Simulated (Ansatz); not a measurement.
**C₄H₆F₄: small, medium and large basis sets**

The task here is to estimate one member of a computed series from the others.

The runs use Ansatz 0.2.0, Gaussian basis; one geometry, several basis sets.

The runs, in order: PBE0-D4/def2-SVP; ωB97M-V/def2-SVP; PBE0-D4/def2-QZVPP; ωB97M-V/def2-QZVPP; the functionals' def2-TZVPP values are taken from earlier runs.

## The geometry

The geometry comes from an earlier relaxation with PBE0-D4 in a triple-zeta def2 set; it is a stationary point, not always the lowest conformer.

SMILES `FCC(F)CC(F)F`, 14 atoms, charge 0, spin multiplicity 1.

Atoms are counted from 1 here; the program's logs count them from 0.

Bond lengths: F1–C2 1.375 Å, C2–C3 1.504 Å, C2–H9 1.095 Å, C2–H10 1.095 Å, C3–F4 1.388 Å, C3–C5 1.513 Å, C3–H11 1.095 Å, C5–C6 1.506 Å, C5–H12 1.093 Å, C5–H13 1.093 Å, C6–F7 1.357 Å, C6–F8 1.360 Å, C6–H14 1.093 Å. Angles: F1–C2–C3 110.4°, F1–C2–H9 108.4°, F1–C2–H10 108.3°, C3–C2–H9 109.9°, C3–C2–H10 110.2°, H9–C2–H10 109.6°, C2–C3–F4 108.9°, C2–C3–C5 111.8°, C2–C3–H11 109.5°, F4–C3–C5 108.6°, F4–C3–H11 106.9°, C5–C3–H11 111.0°, C3–C5–C6 112.2°, C3–C5–H12 110.3°, C3–C5–H13 109.9°, C6–C5–H12 107.7°, C6–C5–H13 108.3°, H12–C5–H13 108.3° and more.

Coordinates:

```
F     0.9597    2.0235    2.0214
C     1.1917    0.9699    1.1697
C    -0.0575    0.6309    0.4033
F    -0.3501    1.6759   -0.4629
C     0.1052   -0.6366   -0.4060
C    -1.1492   -0.9987   -1.1568
F    -0.9281   -2.1138   -1.8984
F    -2.1467   -1.2893   -0.2792
H     1.5091    0.1077    1.7647
H     1.9927    1.2542    0.4800
H    -0.9003    0.5473    1.0969
H     0.3533   -1.4759    0.2493
H     0.9151   -0.5146   -1.1303
H    -1.5079   -0.2098   -1.8229
```

The first run:

Contents of in.yaml:

```yaml
crystal:
  periodic: [false, false, false]
  atoms:
    - {symbol: F, position_ang: [0.959745, 2.023476, 2.021396]}
    - {symbol: C, position_ang: [1.191650, 0.969878, 1.169681]}
    - {symbol: C, position_ang: [-0.057457, 0.630904, 0.403291]}
    - {symbol: F, position_ang: [-0.350078, 1.675866, -0.462902]}
    - {symbol: C, position_ang: [0.105216, -0.636617, -0.406038]}
    - {symbol: C, position_ang: [-1.149166, -0.998731, -1.156840]}
    - {symbol: F, position_ang: [-0.928130, -2.113762, -1.898442]}
    - {symbol: F, position_ang: [-2.146654, -1.289268, -0.279167]}
    - {symbol: H, position_ang: [1.509126, 0.107701, 1.764735]}
    - {symbol: H, position_ang: [1.992683, 1.254184, 0.480042]}
    - {symbol: H, position_ang: [-0.900254, 0.547341, 1.096936]}
    - {symbol: H, position_ang: [0.353342, -1.475857, 0.249274]}
    - {symbol: H, position_ang: [0.915053, -0.514634, -1.130317]}
    - {symbol: H, position_ang: [-1.507876, -0.209781, -1.822948]}
basis:
  gaussian: {orbitals: def2-SVP}
hamiltonian: {xc: pbe0, dispersion: d4}
output: {orbitals: {seedname: orbitals}}
```

On the command line:

```sh
ansatz run in.yaml --threads 2 --pin off --events-out ev --progress --plain --max-ram 32768MiB --backend cpu
```

Among the steps run: PBE0-D4 in def2-SVP; ωB97M-V in def2-SVP; PBE0-D4 in def2-QZVPP; ωB97M-V in def2-QZVPP.

One table of the session follows, with a row left open; its other results are not shown here.

```
functional       basis  HOMO (eV)  LUMO (eV)
   PBE0-D4    def2-SVP      -9.34       1.60
   PBE0-D4  def2-TZVPP      -9.50       1.08
   PBE0-D4  def2-QZVPP      -9.54       0.61
   ωB97M-V    def2-SVP     -11.72       3.27
   ωB97M-V  def2-TZVPP          ?          ?
   ωB97M-V  def2-QZVPP     -11.95       1.75
```

Q: Estimate the row for ωB97M-V, def2-TZVPP from the others.

**Answer.** HOMO (eV): -11.90; LUMO (eV): 2.52. In the column «HOMO (eV)» it lies between ωB97M-V, def2-QZVPP (-11.95) and ωB97M-V, def2-SVP (-11.72).
